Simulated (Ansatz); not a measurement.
# BFH3OSe (charge +1): inversion of the pyramid at O1

Wanted: the energy profile along the inversion of the pyramid at O1, from relaxed end points and a band of images. SMILES of the start: [OH2+][Se]BF.

All numbers below are computed with Ansatz 0.2.0 (RKS PBE/def2-SVP).

1 further run of the same task is left out (it didn't finish).

## Step 1: Starting point

Bond lengths: O1–Se2 2.116 Å, Se2–B3 1.923 Å, B3–F4 1.288 Å, O1–H5 0.976 Å, O1–H6 0.976 Å, B3–H7 1.166 Å. Angles: O1–Se2–B3 94.2°, Se2–O1–H5 112.7°, Se2–O1–H6 112.8°, H5–O1–H6 108.4°, Se2–B3–F4 116.4°, Se2–B3–H7 121.1°, F4–B3–H7 122.5°.

Structure file:

```xyz
7

O    -1.0262    1.0493   -0.1564
Se   -0.6763   -0.9139    0.5523
B     1.1823   -0.9114    0.0582
F     1.8461   -1.9845    0.3176
H    -1.6890    1.0794   -0.8719
H    -1.3064    1.6620    0.5492
H     1.6694    0.0191   -0.4489
```

## Step 2: End point A

File input.yaml:

```yaml
crystal:
  periodic: [false, false, false]
  atoms:
    - { symbol: O, position_ang: [-1.02616, 1.04933, -0.15638] }
    - { symbol: Se, position_ang: [-0.67626, -0.91394, 0.55225] }
    - { symbol: B, position_ang: [1.18229, -0.91142, 0.05816] }
    - { symbol: F, position_ang: [1.84612, -1.98453, 0.31761] }
    - { symbol: H, position_ang: [-1.68902, 1.07941, -0.87186] }
    - { symbol: H, position_ang: [-1.3064, 1.66201, 0.54915] }
    - { symbol: H, position_ang: [1.66944, 0.01914, -0.44894] }
total_charge: 1
basis:
  gaussian: { orbitals: def2-SVP }
hamiltonian:
  xc: pbe
relax:
  f_tol: 0.015
  max_steps: 40
```

Started as:

```sh
> ansatz run input.yaml --threads 1 --pin off --max-ram 2048MiB --backend cpu --events-out ev --progress --plain --runs-dir out
```

The log of the run, cut to the lines that bear on the results:

```text
Warning: RAYON_NUM_THREADS=1 ignored (pool sized by the plan → 1); use --threads N
[...]
Functional definition: PBE
[...]
965 factors; their error is unknown
[...]
mean field -70803.59094151 eV, -2601.9839747029 hartree, gradient 6.5e-5 eV, S^2 0.000000; 0 other end points of the search recorded, 0 dependent functions left out
[...]
reference -70803.59097183 eV, -2601.9839758171 hartree; 29, 29 occupied and 60, 60 virtual orbitals, 965 factors
relax step   1: F+E_penalty+E_count = -70803.59094151 eV  Δ(F+E_penalty+E_count) = +0.000e0 eV  max|allowed force component| = 1.348e0 eV/Å  Δτ_max = 0.0000 Å  (27 SCF iters, accepted)
[...]
relax step   6: F+E_penalty+E_count = -70803.76135246 eV  Δ(F+E_penalty+E_count) = -6.025e-4 eV  max|allowed force component| = 1.605e-2 eV/Å  Δτ_max = 0.0067 Å  (26 SCF iters, accepted)
[...]
relax step   7: F+E_penalty+E_count = -70803.76137018 eV  Δ(F+E_penalty+E_count) = -1.773e-5 eV  max|allowed force component| = 1.835e-3 eV/Å  Δτ_max = 0.0024 Å  (23 SCF iters, accepted)
965 factors; their error is unknown
[...]
mean field -70803.76137018 eV, -2601.9902378411 hartree, gradient 1.5e-5 eV, S^2 0.000000; 1 other end points of the search recorded, 0 dependent functions left out
[...]
reference -70803.76139995 eV, -2601.9902389351 hartree; 29, 29 occupied and 60, 60 virtual orbitals, 965 factors
Total energy: -70803.76139995 eV, -2601.9902389351 hartree
Atom 0 at    -0.978649     0.986115    -0.142408 Å, force     0.000968     0.000268    -0.000334 eV/Å
Atom 1 at    -0.759315    -0.868779     0.556594 Å, force    -0.001222    -0.000411     0.000336 eV/Å
Atom 2 at     1.173110    -0.890683     0.051696 Å, force     0.001001     0.000519    -0.000482 eV/Å
Atom 3 at     1.827615    -1.986430     0.324427 Å, force     0.001398     0.000549    -0.000363 eV/Å
Atom 4 at    -1.636034     1.034176    -0.879826 Å, force    -0.000433     0.000262    -0.000731 eV/Å
Atom 5 at    -1.252080     1.623382     0.562839 Å, force    -0.000186     0.000648     0.000664 eV/Å
Atom 6 at     1.625364     0.102221    -0.473332 Å, force    -0.001527    -0.001835     0.000909 eV/Å
Dipole moment:    -0.657819     1.035476    -0.247658 e Å
```

It took 17 s on 1 thread of Arm Neoverse V2, shared host; peak memory 0.14 GiB.

Step by step:

```tsv
step	energy from step 1 (eV)	largest force component (eV/Å)
1	0.0000	1.3479
2	-0.1407	0.5930
3	-0.1667	0.1685
4x	-0.1582	0.3935
5	-0.1698	0.1137
6	-0.1704	0.0160
7	-0.1704	0.0018
```

Step 1 is the start. 1 step was tried and not accepted (marked x).

After: Bond lengths: O1–Se2 1.994 Å, Se2–B3 1.997 Å, B3–F4 1.305 Å, O1–H5 0.989 Å, O1–H6 0.989 Å, B3–H7 1.211 Å. Angles: O1–Se2–B3 91.6°, Se2–O1–H5 112.3°, Se2–O1–H6 112.3°, H5–O1–H6 108.5°, Se2–B3–F4 116.2°, Se2–B3–H7 117.5°, F4–B3–H7 126.3°.

## Step 3: Relaxing end B

The second end starts from a geometry with the move made by hand.

input.yaml, as its differences from that of step 2:

```diff
@@ -7,4 +7,4 @@
     - { symbol: F, position_ang: [1.84612, -1.98453, 0.31761] }
-    - { symbol: H, position_ang: [-1.68902, 1.07941, -0.87186] }
-    - { symbol: H, position_ang: [-1.3064, 1.66201, 0.54915] }
+    - { symbol: H, position_ang: [-0.86907, 1.13764, -1.1154] }
+    - { symbol: H, position_ang: [-0.48996, 1.71999, 0.30665] }
     - { symbol: H, position_ang: [1.66944, 0.01914, -0.44894] }
```

Started as:

```sh
> ansatz run input.yaml --threads 1 --pin off --max-ram 2048MiB --backend cpu --events-out ev --progress --plain --runs-dir out
```

The log of the run, cut to the lines that bear on the results:

```text
Warning: RAYON_NUM_THREADS=1 ignored (pool sized by the plan → 1); use --threads N
[...]
[... 1 set-up line as earlier in the session ...]
[...]
965 factors; their error is unknown
[...]
mean field -70803.53858483 eV, -2601.9820506302 hartree, gradient 6.4e-5 eV, S^2 0.000000; 0 other end points of the search recorded, 0 dependent functions left out
[...]
reference -70803.53861410 eV, -2601.9820517059 hartree; 29, 29 occupied and 60, 60 virtual orbitals, 965 factors
relax step   1: F+E_penalty+E_count = -70803.53858483 eV  Δ(F+E_penalty+E_count) = +0.000e0 eV  max|allowed force component| = 1.361e0 eV/Å  Δτ_max = 0.0000 Å  (27 SCF iters, accepted)
[...]
relax step   6: F+E_penalty+E_count = -70803.70271391 eV  Δ(F+E_penalty+E_count) = -1.401e-3 eV  max|allowed force component| = 9.647e-2 eV/Å  Δτ_max = 0.0475 Å  (25 SCF iters, accepted)
[...]
mean field -70803.70401480 eV, -2601.9881300696 hartree, gradient 8.0e-5 eV, S^2 0.000000; 1 other end points of the search recorded, 0 dependent functions left out
[...]
reference -70803.70404400 eV, -2601.9881311428 hartree; 29, 29 occupied and 60, 60 virtual orbitals, 965 factors
Total energy: -70803.70404400 eV, -2601.9881311428 hartree
Atom 0 at    -0.994487     1.000406    -0.143195 Å, force    -0.003350    -0.002141    -0.005674 eV/Å
Atom 1 at    -0.726722    -0.841849     0.532777 Å, force    -0.004141     0.003758     0.000693 eV/Å
Atom 2 at     1.203711    -0.909317     0.053961 Å, force    -0.001877    -0.001956     0.000534 eV/Å
Atom 3 at     1.836936    -2.017541     0.329387 Å, force     0.003909     0.002761     0.000875 eV/Å
Atom 4 at    -0.900015     1.110214    -1.120571 Å, force     0.001345     0.002874     0.004754 eV/Å
Atom 5 at    -0.486585     1.706044     0.326194 Å, force     0.000440    -0.002713     0.002148 eV/Å
Atom 6 at     1.703562     0.068255    -0.464603 Å, force     0.003673    -0.002583    -0.003331 eV/Å
Dipole moment:    -0.112041     1.061483    -0.406893 e Å
```

It took 18 s on 1 thread of Arm Neoverse V2, shared host; peak memory 0.14 GiB.

Relaxation path:

```tsv
step	energy from step 1 (eV)	largest force component (eV/Å)
1	0.0000	1.3608
2	-0.1377	0.6070
3	-0.1615	0.1950
4	-0.1627	0.1364
5x	-0.1322	0.7295
6	-0.1641	0.0965
7	-0.1654	0.0057
```

Step 1 is the start. 1 step was tried and not accepted (marked x).

After: Bond lengths: O1–Se2 1.981 Å, Se2–B3 1.990 Å, B3–F4 1.306 Å, O1–H5 0.988 Å, O1–H6 0.988 Å, B3–H7 1.214 Å. Angles: O1–Se2–B3 94.6°, Se2–O1–H5 115.3°, Se2–O1–H6 115.6°, H5–O1–H6 110.0°, Se2–B3–F4 116.6°, Se2–B3–H7 118.3°, F4–B3–H7 125.0°.

## Step 4: The band

crystal.atoms is end A as relaxed above, and neb.final_atoms is end B, turned to lie on A. With 9 inner images the band has 11 in all. The start path is listed, through a guess of the saddle.

File input.yaml:

```yaml
crystal:
  periodic: [false, false, false]
  atoms:
    - { symbol: O, position_ang: [-0.978649, 0.986115, -0.142408] }
    - { symbol: Se, position_ang: [-0.759315, -0.868779, 0.556594] }
    - { symbol: B, position_ang: [1.17311, -0.890683, 0.051696] }
    - { symbol: F, position_ang: [1.827615, -1.98643, 0.324427] }
    - { symbol: H, position_ang: [-1.636034, 1.034176, -0.879826] }
    - { symbol: H, position_ang: [-1.25208, 1.623382, 0.562839] }
    - { symbol: H, position_ang: [1.625364, 0.102221, -0.473332] }
total_charge: 1
basis:
  gaussian: { orbitals: def2-SVP }
hamiltonian:
  xc: pbe
neb:
  order_check: false
  images: 9
  f_tol: 0.05
  max_iterations: 43
  final_atoms:
    - { symbol: O, position_ang: [-1.32540702, 0.85156394, 0.00784069] }
    - { symbol: Se, position_ang: [-0.83831914, -0.96902423, 0.61672807] }
    - { symbol: B, position_ang: [1.06501424, -0.82226458, 0.05443643] }
    - { symbol: F, position_ang: [1.82120157, -1.86479952, 0.2696002] }
    - { symbol: H, position_ang: [-1.28725588, 0.9951941, -0.9689712] }
    - { symbol: H, position_ang: [-0.87234791, 1.5943977, 0.47597625] }
    - { symbol: H, position_ang: [1.43712513, 0.2149346, -0.45562044] }
  initial_path:
    images:
      - { positions_ang: [[-0.978649, 0.986115, -0.142408], [-0.759315, -0.868779, 0.556594], [1.17311, -0.890683, 0.051696], [1.827615, -1.98643, 0.324427], [-1.636034, 1.034176, -0.879826], [-1.25208, 1.623382, 0.562839], [1.625364, 0.102221, -0.473332]] }
      - { positions_ang: [[-1.02241536, 0.98242143, -0.12925934], [-0.75258026, -0.89167641, 0.56415414], [1.16213338, -0.88708296, 0.05322904], [1.83108363, -1.97144981, 0.31711275], [-1.60951371, 1.03353974, -0.90407962], [-1.21749258, 1.6344819, 0.56636472], [1.60879589, 0.09976811, -0.4675317]] }
      - { positions_ang: [[-1.06618171, 0.97872786, -0.11611067], [-0.74584551, -0.91457383, 0.57171428], [1.15115676, -0.88348292, 0.05476208], [1.83455226, -1.95646963, 0.3097985], [-1.58299342, 1.03290349, -0.92833323], [-1.18290517, 1.64558179, 0.56989044], [1.59222779, 0.09731523, -0.4617314]] }
      - { positions_ang: [[-1.10994807, 0.97503429, -0.10296201], [-0.73911077, -0.93747124, 0.57927443], [1.14018014, -0.87988287, 0.05629512], [1.83802089, -1.94148944, 0.30248424], [-1.55647313, 1.03226723, -0.95258685], [-1.14831775, 1.65668169, 0.57341617], [1.57565968, 0.09486234, -0.4559311]] }
      - { positions_ang: [[-1.15371442, 0.97134071, -0.08981335], [-0.73237602, -0.96036865, 0.58683457], [1.12920352, -0.87628283, 0.05782816], [1.84148952, -1.92650925, 0.29516999], [-1.52995284, 1.03163098, -0.97684046], [-1.11373033, 1.66778159, 0.57694189], [1.55909157, 0.09240946, -0.4501308]] }
      - { positions_ang: [[-1.19748078, 0.96764714, -0.07666469], [-0.72564128, -0.98326607, 0.59439471], [1.1182269, -0.87268279, 0.0593612], [1.84495815, -1.91152907, 0.28785574], [-1.50343255, 1.03099472, -1.00109408], [-1.07914291, 1.67888149, 0.58046761], [1.54252347, 0.08995657, -0.4443305]] }
      - { positions_ang: [[-1.22306603, 0.9444305, -0.05976361], [-0.74817685, -0.9804177, 0.59886138], [1.10758437, -0.86259915, 0.05837625], [1.84020683, -1.90218316, 0.28420463], [-1.46019721, 1.0238346, -0.9946695], [-1.03778391, 1.66198473, 0.55956934], [1.5214438, 0.11495218, -0.44658849]] }
      - { positions_ang: [[-1.24865127, 0.92121386, -0.04286254], [-0.77071242, -0.97756933, 0.60332805], [1.09694184, -0.85251551, 0.05739129], [1.83545552, -1.89283725, 0.28055353], [-1.41696188, 1.01667447, -0.98824493], [-0.99642491, 1.64508797, 0.53867107], [1.50036413, 0.13994778, -0.44884648]] }
      - { positions_ang: [[-1.27423652, 0.89799722, -0.02596146], [-0.793248, -0.97472097, 0.60779473], [1.08629931, -0.84243186, 0.05640634], [1.8307042, -1.88349134, 0.27690242], [-1.37372654, 1.00951435, -0.98182035], [-0.95506591, 1.62819122, 0.5177728], [1.47928446, 0.16494339, -0.45110447]] }
      - { positions_ang: [[-1.29982177, 0.87478058, -0.00906039], [-0.81578357, -0.9718726, 0.6122614], [1.07565678, -0.83234822, 0.05542138], [1.82595288, -1.87414543, 0.27325131], [-1.33049121, 1.00235422, -0.97539578], [-0.91370691, 1.61129446, 0.49687453], [1.4582048, 0.18993899, -0.45336245]] }
      - { positions_ang: [[-1.32540702, 0.85156394, 0.00784069], [-0.83831914, -0.96902423, 0.61672807], [1.06501424, -0.82226458, 0.05443643], [1.82120157, -1.86479952, 0.2696002], [-1.28725588, 0.9951941, -0.9689712], [-0.87234791, 1.5943977, 0.47597625], [1.43712513, 0.2149346, -0.45562044]] }
```

Started as:

```sh
> ansatz run input.yaml --threads 1 --pin off --max-ram 2048MiB --backend cpu --events-out ev --progress --plain --runs-dir out
```

The log of the run, cut to the lines that bear on the results:

```text
Warning: RAYON_NUM_THREADS=1 ignored (pool sized by the plan → 1); use --threads N
[...]
[... 1 set-up line as earlier in the session ...]
[...]
965 factors; their error is unknown
[...]
mean field -70803.76135461 eV, -2601.9902372689 hartree, gradient 6.4e-5 eV, S^2 0.000000; 0 other end points of the search recorded, 0 dependent functions left out
[...]
reference -70803.76138456 eV, -2601.9902383693 hartree; 29, 29 occupied and 60, 60 virtual orbitals, 965 factors
965 factors; their error is unknown
[...]
mean field -70803.70401973 eV, -2601.9881302508 hartree, gradient 6.9e-5 eV, S^2 0.000000; 0 other end points of the search recorded, 0 dependent functions left out
[...]
reference -70803.70404903 eV, -2601.9881313276 hartree; 29, 29 occupied and 60, 60 virtual orbitals, 965 factors
NEB end point (image 0): max|allowed force component| = 1.847e-3 eV/Å (the criterion of neb.relax_end_points is 1.000e-2)
[...]
NEB iter   8: max|band force component| = 3.602e-2 eV/Å  barrier→ = 0.0881 eV  barrier← = 0.0308 eV  CI = image 4  Δτ_max = 0.0000 Å  (471 SCF iters)
Total energy: -70803.67328793 eV, -2601.9870008781 hartree
Atom 0 at    -1.187134     0.862620    -0.037223 Å, force    -0.000341    -0.018784     0.002301 eV/Å
Atom 1 at    -0.797546    -0.946917     0.586823 Å, force     0.002063    -0.012178     0.014115 eV/Å
Atom 2 at     1.123083    -0.860002     0.053813 Å, force    -0.014762     0.013801    -0.011570 eV/Å
Atom 3 at     1.842000    -1.921504     0.302155 Å, force     0.002199    -0.001362    -0.001169 eV/Å
Atom 4 at    -1.456739     1.051535    -0.964347 Å, force     0.000080     0.016474    -0.001148 eV/Å
Atom 5 at    -1.045055     1.655752     0.527343 Å, force    -0.006127     0.009851    -0.008254 eV/Å
Atom 6 at     1.521403     0.158517    -0.468573 Å, force     0.016888    -0.007802     0.005725 eV/Å
Dipole moment:    -0.434650     1.112521    -0.336160 e Å
this run last wrote the band of iteration 8 to <dir>
```

It took 2.5 min on 1 thread of Arm Neoverse V2, shared host; peak memory 0.13 GiB.

## Step 5: What the band shows

The 9 inner images lie between the fixed ends 0 and 10. Energy is taken from image 0, and the path length is the program's own coordinate along the band.

```tsv
image	path (Å)	energy (eV)	sum of angles at O1 (°)	band force (eV/Å)
0	0.000	0.0000	333.1	-
1	0.122	0.0051	337.1	0.013
2	0.244	0.0324	348.7	0.025
3	0.366	0.0716	357.8	0.036
4*	0.488	0.0881	359.8	0.018
5	0.551	0.0842	357.8	0.025
6	0.614	0.0752	354.0	0.022
7	0.677	0.0663	349.4	0.028
8	0.740	0.0605	345.0	0.026
9	0.803	0.0580	342.3	0.009
10	0.865	0.0573	340.9	-
```

The star marks the climbing image.

image, energy (eV) and a bar:
```
        0      0.000 
        1      0.005 ##
        2      0.032 ###########
        3      0.072 ########################
        4      0.088 ##############################
        5      0.084 #############################
        6      0.075 ##########################
        7      0.066 #######################
        8      0.061 #####################
        9      0.058 ####################
       10      0.057 ####################
```

The top of the band by iteration:

```tsv
iteration	highest image above image 0 (eV)	largest band force (eV/Å)
1	0.3876	2.756
2	0.1638	1.547
3	0.1021	0.501
4	0.2211	2.077
5	0.1047	0.452
6	0.0885	0.456
7	0.0883	0.067
8	0.0881	0.036
```

The band as a trajectory file:

```xyz
7
image=0 dE=0.0000
O    -0.979    0.986   -0.142
Se   -0.759   -0.869    0.557
B     1.173   -0.891    0.052
F     1.828   -1.986    0.324
H    -1.636    1.034   -0.880
H    -1.252    1.623    0.563
H     1.625    0.102   -0.473
7
image=1 dE=0.0051
O    -0.968    0.957   -0.137
Se   -0.783   -0.896    0.565
B     1.148   -0.889    0.058
F     1.846   -1.959    0.315
H    -1.599    1.036   -0.893
H    -1.197    1.624    0.555
H     1.553    0.127   -0.463
7
image=2 dE=0.0324
O    -1.016    0.913   -0.105
Se   -0.797   -0.924    0.577
B     1.133   -0.878    0.059
F     1.849   -1.938    0.307
H    -1.550    1.044   -0.924
H    -1.143    1.640    0.549
H     1.523    0.144   -0.463
7
image=3 dE=0.0716
O    -1.096    0.881   -0.070
Se   -0.799   -0.939    0.584
B     1.127   -0.869    0.057
F     1.847   -1.928    0.304
H    -1.504    1.050   -0.949
H    -1.093    1.653    0.540
H     1.518    0.152   -0.466
7
image=4 dE=0.0881
O    -1.187    0.863   -0.037
Se   -0.798   -0.947    0.587
B     1.123   -0.860    0.054
F     1.842   -1.922    0.302
H    -1.457    1.052   -0.964
H    -1.045    1.656    0.527
H     1.521    0.159   -0.469
7
image=5 dE=0.0842
O    -1.232    0.858   -0.023
Se   -0.799   -0.950    0.590
B     1.119   -0.856    0.053
F     1.839   -1.917    0.300
H    -1.428    1.050   -0.969
H    -1.018    1.652    0.518
H     1.518    0.163   -0.469
7
image=6 dE=0.0752
O    -1.274    0.856   -0.010
Se   -0.802   -0.953    0.592
B     1.114   -0.849    0.052
F     1.834   -1.911    0.301
H    -1.398    1.046   -0.970
H    -0.991    1.644    0.509
H     1.517    0.166   -0.473
7
image=7 dE=0.0663
O    -1.307    0.855    0.000
Se   -0.810   -0.956    0.595
B     1.105   -0.841    0.051
F     1.830   -1.901    0.298
H    -1.366    1.037   -0.968
H    -0.961    1.632    0.500
H     1.508    0.174   -0.476
7
image=8 dE=0.0605
O    -1.329    0.854    0.006
Se   -0.818   -0.958    0.602
B     1.092   -0.831    0.049
F     1.821   -1.888    0.292
H    -1.333    1.023   -0.966
H    -0.930    1.615    0.493
H     1.497    0.186   -0.476
7
image=9 dE=0.0580
O    -1.331    0.852    0.007
Se   -0.828   -0.963    0.612
B     1.078   -0.826    0.050
F     1.820   -1.875    0.283
H    -1.298    1.010   -0.968
H    -0.907    1.603    0.489
H     1.466    0.198   -0.473
7
image=10 dE=0.0573
O    -1.325    0.852    0.008
Se   -0.838   -0.969    0.617
B     1.065   -0.822    0.054
F     1.821   -1.865    0.270
H    -1.287    0.995   -0.969
H    -0.872    1.594    0.476
H     1.437    0.215   -0.456
```

## Step 6: Frequencies at the highest image

The geometry is the highest inner image of the first converged band.

File input.yaml:

```yaml
crystal:
  periodic: [false, false, false]
  atoms:
    - { symbol: O, position_ang: [-1.187134, 0.86262, -0.037223] }
    - { symbol: Se, position_ang: [-0.797546, -0.946917, 0.586823] }
    - { symbol: B, position_ang: [1.123083, -0.860002, 0.053813] }
    - { symbol: F, position_ang: [1.842, -1.921504, 0.302155] }
    - { symbol: H, position_ang: [-1.456739, 1.051535, -0.964347] }
    - { symbol: H, position_ang: [-1.045055, 1.655752, 0.527343] }
    - { symbol: H, position_ang: [1.521403, 0.158517, -0.468573] }
total_charge: 1
basis:
  gaussian: { orbitals: def2-SVP }
hamiltonian:
  xc: pbe
phonons: {}
```

Started as:

```sh
> ansatz run input.yaml --threads 1 --pin off --max-ram 2048MiB --backend cpu --events-out ev --progress --plain --runs-dir out
```

The log of the run, cut to the lines that bear on the results:

```text
Warning: RAYON_NUM_THREADS=1 ignored (pool sized by the plan → 1); use --threads N
[...]
[... 1 set-up line as earlier in the session ...]
[...]
965 factors; their error is unknown
[...]
mean field -70803.67325809 eV, -2601.9869997815 hartree, gradient 6.7e-5 eV, S^2 0.000000; 0 other end points of the search recorded, 0 dependent functions left out
[...]
reference -70803.67328752 eV, -2601.9870008628 hartree; 29, 29 occupied and 60, 60 virtual orbitals, 965 factors
[...]
965 factors; their error is unknown
mean field -70803.67324259 eV, -2601.9869992117 hartree, gradient 2.8e-6 eV, S^2 0.000000; 0 other end points of the search recorded, 0 dependent functions left out
[...]
reference -70803.67327201 eV, -2601.9870002930 hartree; 29, 29 occupied and 60, 60 virtual orbitals, 965 factors
[...]
965 factors; their error is unknown
[...]
reference -70803.67327151 eV, -2601.9870002747 hartree; 29, 29 occupied and 60, 60 virtual orbitals, 965 factors
[...]
965 factors; their error is unknown
[...]
mean field -70803.67320979 eV, -2601.9869980065 hartree, gradient 1.9e-6 eV, S^2 0.000000; 0 other end points of the search recorded, 0 dependent functions left out
[...]
reference -70803.67323922 eV, -2601.9869990879 hartree; 29, 29 occupied and 60, 60 virtual orbitals, 965 factors
[...]
965 factors; their error is unknown
mean field -70803.67319863 eV, -2601.9869975962 hartree, gradient 2.7e-6 eV, S^2 0.000000; 0 other end points of the search recorded, 0 dependent functions left out
[...]
reference -70803.67322805 eV, -2601.9869986775 hartree; 29, 29 occupied and 60, 60 virtual orbitals, 965 factors
[...]
965 factors; their error is unknown
mean field -70803.67315518 eV, -2601.9869959996 hartree, gradient 8.0e-7 eV, S^2 0.000000; 0 other end points of the search recorded, 0 dependent functions left out
[...]
```

(Part 1 of 2 ends here.)
